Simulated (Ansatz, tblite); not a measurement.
# The cluster Hg6Te3Br6: a ladder of methods and basis sets

The task here is to estimate one member of a computed series from the others.

The runs use Ansatz 0.2.0, Gaussian basis; as each input shows.

The runs, in order: GFN1-xTB, GFN2-xTB, PBE-D4/def2-SVP, r2SCAN-D4/def2-SVP, BHLYP-D4/def2-SVP, PBE0-D4/def2-TZVP, PBE-D4/def2-TZVP, MP2/def2-SVP, RPA/def2-SVP.

2 further runs of the same task are left out: 2 set aside as unsound or not needed.

## The structure

The geometry is that of the singlet, from an earlier relaxation (PBE-D4/def2-SVP). At that level it is the lowest of the isomers that a small search found.

15 atoms, charge 0, spin multiplicity 1.

Bond lengths: Hg1–Te8 2.753 Å, Hg1–Br14 2.477 Å, Hg2–Te8 2.786 Å, Hg2–Te9 2.836 Å, Hg2–Br11 2.933 Å, Hg2–Br15 2.827 Å, Hg3–Te9 2.720 Å, Hg3–Br13 2.463 Å, Hg4–Te7 2.686 Å, Hg4–Te9 2.795 Å, Hg5–Te8 2.761 Å, Hg5–Br12 2.480 Å, Hg6–Te7 2.692 Å, Hg6–Br10 2.562 Å. Angles: Te8–Hg1–Br14 161.2°, Te8–Hg2–Te9 159.4°, Te8–Hg2–Br11 97.5°, Te8–Hg2–Br15 98.7°, Te9–Hg2–Br11 90.7°, Te9–Hg2–Br15 98.6°, Br11–Hg2–Br15 99.8°, Te9–Hg3–Br13 169.8°, Te7–Hg4–Te9 172.8°, Te8–Hg5–Br12 160.4°, Te7–Hg6–Br10 169.8°, Hg4–Te7–Hg6 81.5°, Hg1–Te8–Hg2 88.8°, Hg1–Te8–Hg5 93.1°, Hg2–Te8–Hg5 87.5°, Hg2–Te9–Hg3 86.7°, Hg2–Te9–Hg4 78.1°, Hg3–Te9–Hg4 88.0°.

Hg, Te take a core potential in the def2 sets. No spin-orbit coupling is included.

PBE0-D4/def2-SVP was run before; its log isn't repeated, and its numbers join the tables.

The first run:

Tight binding, by tblite at 300 K electronic temperature and without a spin-polarisation term:

```python
tblite.interface.Calculator('GFN1-xTB', numbers, positions, charge=0, uhf=0).singlepoint()
```

Tight binding, by tblite at 300 K electronic temperature and without a spin-polarisation term:

```python
tblite.interface.Calculator('GFN2-xTB', numbers, positions, charge=0, uhf=0).singlepoint()
```

start.molden holds the orbitals of an earlier run on this state, given as this run's starting guess.

Input file in.yaml:

```yaml
crystal:
  periodic: [false, false, false]
  atoms:
    - {symbol: Hg, position_ang: [2.534961, 1.268876, 0.851386]}
    - {symbol: Hg, position_ang: [-0.036960, 0.224782, -1.855310]}
    - {symbol: Hg, position_ang: [1.113447, -3.403800, -2.096112]}
    - {symbol: Hg, position_ang: [-2.235964, -2.269956, -0.623523]}
    - {symbol: Hg, position_ang: [-0.627834, 3.553531, -0.041667]}
    - {symbol: Hg, position_ang: [-1.512922, -0.130699, 2.064399]}
    - {symbol: Te, position_ang: [-3.109301, -2.293250, 1.916078]}
    - {symbol: Te, position_ang: [1.525385, 2.486582, -1.401764]}
    - {symbol: Te, position_ang: [-1.033111, -2.099433, -3.140170]}
    - {symbol: Br, position_ang: [-0.068033, 1.900977, 2.656265]}
    - {symbol: Br, position_ang: [0.989970, -1.399266, 0.361054]}
    - {symbol: Br, position_ang: [-2.223567, 5.220876, 0.867051]}
    - {symbol: Br, position_ang: [3.050255, -4.814271, -1.523766]}
    - {symbol: Br, position_ang: [4.086330, 0.618230, 2.669491]}
    - {symbol: Br, position_ang: [-2.452656, 1.136829, -0.703403]}
basis:
  gaussian: {orbitals: def2-SVP, fitting: {mean_field: def2-universal-jkfit}, initial_orbitals: start.molden}
hamiltonian: {xc: pbe, dispersion: d4}
scf: {omitted_lower_state_checks: [starts]}
output: {forces: true, orbitals: {seedname: orbitals}}
```

On the command line:

```console
ansatz run in.yaml --threads 2 --pin off --events-out ev --progress --plain --max-ram 32768MiB --backend cuda --devices 0, --max-vram 18GiB
```

Steps of the session up to this table: PBE-D4/def2-SVP; r2SCAN-D4/def2-SVP; BHLYP-D4/def2-SVP; PBE0-D4/def2-TZVP; PBE-D4/def2-TZVP; MP2/def2-SVP; RPA/def2-SVP.

One table of the session follows, with a row left open; its other results are not shown here.

It belongs to the step «Binding energy». 

```
             level  binding an atom (eV)
       HF/def2-SVP                 0.683
   PBE-D4/def2-SVP                 1.452
  PBE-D4/def2-TZVP                 1.513
r2SCAN-D4/def2-SVP                 1.428
  PBE0-D4/def2-SVP                 1.418
 PBE0-D4/def2-TZVP                 1.493
 BHLYP-D4/def2-SVP                 1.319
      RPA/def2-SVP                     ?
      MP2/def2-SVP                 1.226
```

**Question.** Estimate the row for RPA/def2-SVP.

**Answer.** binding an atom (eV): 0.896. In the column «binding an atom (eV)» it lies between HF/def2-SVP (0.683) and MP2/def2-SVP (1.226).

To keep in mind: Free atoms were run apart at each level; binding is atoms less cluster, divided by the number of atoms, without zero-point or spin-orbit terms.
